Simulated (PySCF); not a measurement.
# How the numerical set-up moves the result for K⁻

Aim: see how much the energy and properties of K⁻ depend on the numerical set-up.

The runs use PySCF 2.14.0; method and basis as typed in the scripts.

1 further run of the same task is left out (it didn't finish).

## 1. The atom

K⁻: 1 atom, charge -1, spin multiplicity 1.

## 2. Base script

File input.py:

```python
from pyscf import gto, scf

mol = gto.M(
    atom='K 0 0 0',
    basis='crenbl',
    ecp={'K': 'crenbl'},
    charge=-1,
    spin=0,
    verbose=4,
)
mf = scf.RHF(mol)
mf.kernel()
mf.mulliken_pop()
mf.dip_moment()
print('orbital energies (hartree):', mf.mo_energy[..., max(0, mol.nelec[1]-3):mol.nelec[0]+3].round(4))
```

Run with:

```sh
OMP_NUM_THREADS=1 python input.py
```

The log of this run is left out.

It gives: E(SCF) = -27.908640 Eh, 7 cycles.

## 3. Def2-svpd (core potential off)

Edit 1 changes basis set: crenbl → def2-svpd; core potential: on → off. The core potential changes with it: totals don't compare.

File input.py:

```python
from pyscf import gto, scf

mol = gto.M(
    atom='K 0 0 0',
    basis='def2-svpd',
    charge=-1,
    spin=0,
    verbose=4,
)
mf = scf.RHF(mol)
mf.kernel()
mf.analyze()
print('orbital energies (hartree):', mf.mo_energy[..., max(0, mol.nelec[1]-3):mol.nelec[0]+3].round(4))
```

Run with:

```sh
OMP_NUM_THREADS=1 python input.py
```

## 4. Sbkjc

Edit 2 changes basis set: crenbl → sbkjc. The core potential changes with it: totals don't compare.

Edit input.py of step 2 so:

```diff
@@ -4,4 +4,4 @@
     atom='K 0 0 0',
-    basis='crenbl',
-    ecp={'K': 'crenbl'},
+    basis='sbkjc',
+    ecp={'K': 'sbkjc'},
     charge=-1,
```

## 5. Density fitting def2-universal-jkfit

Edit 3 changes density fitting: none → def2-universal-jkfit.

Edit input.py of step 2 so:

```diff
@@ -11,2 +11,3 @@
 mf = scf.RHF(mol)
+mf = mf.density_fit(auxbasis='def2-universal-jkfit')
 mf.kernel()
```

## 6. Def2-svp (core potential off)

Edit 4 changes basis set: crenbl → def2-svp; core potential: on → off. The core potential changes with it: totals don't compare.

File input.py:

```python
from pyscf import gto, scf

mol = gto.M(
    atom='K 0 0 0',
    basis='def2-svp',
    charge=-1,
    spin=0,
    verbose=4,
)
mf = scf.RHF(mol)
mf.kernel()
mf.analyze()
print('orbital energies (hartree):', mf.mo_energy[..., max(0, mol.nelec[1]-3):mol.nelec[0]+3].round(4))
```

## 7. Def2-qzvp (core potential off)

Edit 5 changes basis set: crenbl → def2-qzvp; core potential: on → off. The core potential changes with it: totals don't compare.

File input.py:

```python
from pyscf import gto, scf

mol = gto.M(
    atom='K 0 0 0',
    basis='def2-qzvp',
    charge=-1,
    spin=0,
    verbose=4,
)
mf = scf.RHF(mol)
mf.kernel()
mf.analyze()
print('orbital energies (hartree):', mf.mo_energy[..., max(0, mol.nelec[1]-3):mol.nelec[0]+3].round(4))
```

Before running it: what results should come out? Wanted: for each run, E(SCF); from base; gap.

The runs gave:

| run | E(SCF) (hartree) | from base (eV) | cycles | gap (eV) | functions |
| --- | --- | --- | --- | --- | --- |
| base | -27.908640 | 0 | 7 | 5.26 | 17 |
| def2-svpd (core potential off) | -599.073054 | not comparable | 6 | 3.29 | 27 |
| sbkjc | -0.130170 | not comparable | 7 | 2.50 | 8 |
| density fitting def2-universal-jkfit | -27.908635 | +0.0001 | 7 | 5.26 | 17 |
| def2-svp (core potential off) | -599.072958 | not comparable | 6 | 4.43 | 24 |
| def2-qzvp (core potential off) | -599.157647 | not comparable | 7 | 3.03 | 56 |

**Reading.** Total energies from different bases, Hamiltonians or methods carry different errors, so properties are taken as differences within one set-up.
